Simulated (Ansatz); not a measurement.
**CH3F3OSi: one species, many methods**

One table from this session's results is given with a row withheld; the runs are named, their logs left out.

Program: Ansatz 0.2.0, Gaussian basis. Level of theory: functionals in def2-TZVPP, the program's frozen cores in correlated methods. These are calculated values, not measurements.

Plan: LDA (SPW92), PBE-D4, revPBE-D4, BLYP-D4, r2SCAN-D4, B97M-V, PBE0-D4, B3LYP-D4, r2SCANh-D4, r2SCAN0-D4, HSE06-D4, BHLYP-D4, CAM-B3LYP-D4, LC-ωPBE, ωB97X-V, ωB97M-V, B2PLYP, PBE-QIDH; CCSD(T)/def2-SVP; CCSD(T)/def2-TZVPP; MP2/def2-QZVPP; extrapolation to the limit; RPA on PBE.

**The relaxed structure**

The geometry comes from an earlier relaxation with PBE0-D4 in a triple-zeta def2 set; it is a stationary point, not always the lowest conformer.

SMILES `FC(F)(F)O[SiH3]`, 9 atoms, charge 0, spin multiplicity 1.

Atoms are counted from 1 here; the program's logs count them from 0.

Bond lengths: F1–C2 1.338 Å, C2–F3 1.345 Å, C2–F4 1.326 Å, C2–O5 1.328 Å, O5–Si6 1.679 Å, Si6–H7 1.480 Å, Si6–H8 1.481 Å, Si6–H9 1.476 Å. Angles: F1–C2–F3 106.8°, F1–C2–F4 107.8°, F1–C2–O5 111.9°, F3–C2–F4 107.9°, F3–C2–O5 112.1°, F4–C2–O5 110.1°, C2–O5–Si6 126.7°, O5–Si6–H7 109.6°, O5–Si6–H8 109.5°, O5–Si6–H9 103.9°, H7–Si6–H8 110.6°, H7–Si6–H9 111.3°, H8–Si6–H9 111.7°.

Set-up of the first run:

in.yaml reads:

```yaml
crystal:
  periodic: [false, false, false]
  atoms:
    - {symbol: F, position_ang: [0.409799, -0.117444, -2.049067]}
    - {symbol: C, position_ang: [0.966010, -0.344851, -0.853955]}
    - {symbol: F, position_ang: [0.679460, -1.617501, -0.527818]}
    - {symbol: F, position_ang: [2.281206, -0.246667, -0.993225]}
    - {symbol: O, position_ang: [0.537994, 0.514781, 0.063417]}
    - {symbol: Si, position_ang: [-0.909353, 0.439752, 0.910178]}
    - {symbol: H, position_ang: [-0.822484, -0.610098, 1.949285]}
    - {symbol: H, position_ang: [-2.018070, 0.154416, -0.028938]}
    - {symbol: H, position_ang: [-1.036164, 1.781412, 1.513022]}
basis:
  gaussian: {orbitals: def2-TZVPP}
hamiltonian: {xc: lda}
output: {orbitals: {seedname: orbitals}}
```

Steps of the session up to this table: LDA; PBE-D4 (GGA); revPBE-D4 (GGA); BLYP-D4 (GGA); r2SCAN-D4 (meta-GGA); B97M-V (meta-GGA); PBE0-D4 (hybrid); B3LYP-D4 (hybrid); r2SCANh-D4 (hybrid); r2SCAN0-D4 (hybrid); HSE06-D4 (hybrid); BHLYP-D4 (hybrid); CAM-B3LYP-D4 (range-separated); LC-ωPBE-D4 (range-separated; the results give it without D4); ωB97X-V (range-separated); ωB97M-V (range-separated); B2PLYP (double hybrid); PBE-QIDH (double hybrid).

One of the session's tables, all rows but one given; the rest of the session is left out.

It belongs to the step «Frontier levels by functional». 

```
  functional  HOMO (eV)  gap (eV)
 LDA (SPW92)      -8.30      6.93
      PBE-D4      -8.18      7.10
   revPBE-D4      -8.13      7.17
     BLYP-D4      -8.12      7.16
   r2SCAN-D4      -8.59      7.95
      B97M-V      -8.71      7.78
     PBE0-D4      -9.74      9.53
    B3LYP-D4      -9.53      9.10
  r2SCANh-D4      -9.17      8.81
  r2SCAN0-D4     -10.01     10.07
    HSE06-D4      -9.33      8.75
    BHLYP-D4          ?         ?
CAM-B3LYP-D4     -11.21     11.98
     LC-ωPBE     -12.56     14.54
     ωB97X-V     -12.22     14.06
     ωB97M-V     -12.06     13.55
```

**Question.** Estimate the row for BHLYP-D4.

Worked estimate for «HOMO (eV)». Against the share of exact exchange, BLYP-D4 (0, -8.12), B3LYP-D4 (0.2, -9.53) give a slope of -7.05 per unit share; at 0.5 the line stands at -11.64.

As computed: HOMO (eV): -11.22; gap (eV): 11.86. In «HOMO (eV)» the line misses by -0.42.
